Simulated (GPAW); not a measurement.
# InSb3: single point with LDA

Crystal: InSb3.

```xyz
4
Lattice="0.0000 3.7946 3.7946 3.7946 0.0000 3.7946 3.7946 3.7946 0.0000" Properties=species:S:1:pos:R:3 pbc="T T T"
Sb    3.7946    3.7946    3.7946
Sb    5.6918    5.6918    5.6918
Sb    1.8973    1.8973    1.8973
In    0.0000    0.0000    0.0000
```

The cell comes from a database or a generator and needn't be the stable form of this composition.

```yaml
Program: GPAW 26.7.0
Task: single point
Functional: LDA
Potentials_or_basis: the program's PAW data sets (release 1.2.1) made for this functional
Cutoff: 450 eV
Basis: pw
k_mesh: 5 × 5 × 5
Occupations: fermi-dirac, width 0.05 eV
Spin: no spin polarisation
```

```yaml
Pressure: -6.3 GPa
Band_gap_on_the_k_mesh: none (metal or under the smearing width)
```

Levels at points of the mesh, in eV from the Fermi level:
| k point | band 27 | band 28 | band 29 | band 30 | band 31 | band 32 |
| --- | --- | --- | --- | --- | --- | --- |
| (0.00, 0.00, 0.00) | -2.12 | -2.03 | -2.03 | -2.03 | -0.36 | -0.36 |

Wall time 19 s on 1 thread of Arm Neoverse V2, with other jobs on the host, peak memory 0.18 GiB.

Caveat: the cutoff is short for stress and forces, so pressures can be off by a GPa or more. Spin-orbit coupling is left out, which matters for the levels of Sb.
